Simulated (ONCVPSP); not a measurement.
# Gallium: generating and testing an ONCV potential

Aim: build the potential from the settings below, then test how well it stands in for the atom: other configurations, scattering, ghost states and the plane-wave cutoff that it needs.

Method: ONCVPSP 4.0.1, PW91, non-relativistic.

## (1) Settings

Typed settings, in words:

```
element                 : gallium (Ga, Z = 31)
type                    : optimised norm-conserving Vanderbilt (ONCV)
frozen core             : [Ar] 3d10
valence charge          : 3
reference configuration : 4s1.75 4p1.25
partial waves           : 4s: rc 1.95 bohr, ncon 5, nbas 8, qcut 3 1/bohr, 2 projectors, debl 0.4 Ha; 4p: rc 2.65 bohr, ncon 4, nbas 7, qcut 2.8 1/bohr, 2 projectors, debl 2.5 Ha
local potential         : polynomial inside 1.95 bohr (lpopt 5, dvloc0 3 Ha)
core correction         : Teter function, fcfact 4, rcfact 1.65
```

The nodes and maxima of the atom's own shells, from an earlier all-electron run, set the scale for the radii.

All-electron outer shells of the reference configuration (PW91, non-relativistic, ld1.x):

```json
{"shell": "3p", "level (eV)": "-98.26", "outermost node (bohr)": "0.24", "outermost maximum (bohr)": "0.57"}
{"shell": "3d", "level (eV)": "-20.33", "outermost node (bohr)": "–", "outermost maximum (bohr)": "0.53"}
{"shell": "4s", "level (eV)": "-9.06", "outermost node (bohr)": "0.82", "outermost maximum (bohr)": "1.92"}
{"shell": "4p", "level (eV)": "-2.85", "outermost node (bohr)": "0.87", "outermost maximum (bohr)": "2.53"}
```

## (2) The generation run

Input file Ga.dat:

```
# ATOM AND REFERENCE CONFIGURATION
# atsym  z   nc   nv     iexc    psfile
  Ga 31.00    6    2  -109134      upf
#
#   n    l    f
    1    0    2.00
    2    0    2.00
    2    1    6.00
    3    0    2.00
    3    1    6.00
    3    2   10.00
    4    0    1.75
    4    1    1.25
#
# PSEUDOPOTENTIAL AND OPTIMIZATION
# lmax
    1
#
#   l,   rc,      ep,       ncon, nbas, qcut
    0    1.95    0.00    5    8    3.00
    1    2.65    0.00    4    7    2.80
#
# LOCAL POTENTIAL
# lloc, lpopt,  rc(5),   dvloc0
    4    5    1.95    3.00
#
# VANDERBILT-KLEINMAN-BYLANDER PROJECTORs
# l, nproj, debl
    0    2    0.40
    1    2    2.50
#
# MODEL CORE CHARGE
# icmod, fcfact, rcfact
    3    4.00    1.65
#
# LOG DERIVATIVE ANALYSIS
# epsh1, epsh2, depsh
   -2.00    5.00    0.02
#
# OUTPUT GRID
# rlmax, drl
    6.00    0.01
#
# TEST CONFIGURATIONS
# ncnf
    4
# nvcnf
#   n    l    f
    2
    4    0    2.00
    4    1    1.00
#
    2
    4    0    2.00
    4    1    0.00
#
    2
    4    0    1.00
    4    1    0.00
#
    2
    4    0    1.00
    4    1    1.00
#
```

Run with:

```bash
$ oncvpspnr.x < Ga.dat > Ga.out
```

**Question.** What will these runs give? Wanted: cutoffs for 1 and 0.1 mHa per electron, occupied waves; bound ghosts; GHOST(+) flags; largest test error; largest phase difference near zero energy, channels read; rms error of d²Exc/dn², without and with the model core.

As calculated:

| quantity | value |
| --- | --- |
| cutoffs for 1 and 0.1 mHa per electron, occupied waves | 21 Ha and 37 Ha |
| bound ghosts | none found |
| GHOST(+) flags | none at low energy (1 near or above the test basis's cutoff) |
| largest test error (AE − PS) | -446 meV, for 4s1 4p0 |
| largest phase difference near zero energy, channels read | 0.001 rad |
| rms error of d²Exc/dn², without and with the model core | 7.04 and 3.56 mHa |

The worst unpolarised test, 4s1 4p0, is off by 446 meV on 25.1 eV; by total energies transferability rates as poor. The potential is of middling hardness: the looser tolerance needs 21 Ha. At the looser tolerance the 4s wave is the slowest; 4p needs 2 Ha. No bound ghost shows below the valence levels. Near zero energy the phases of the channels with partial waves agree within 0.001 rad.
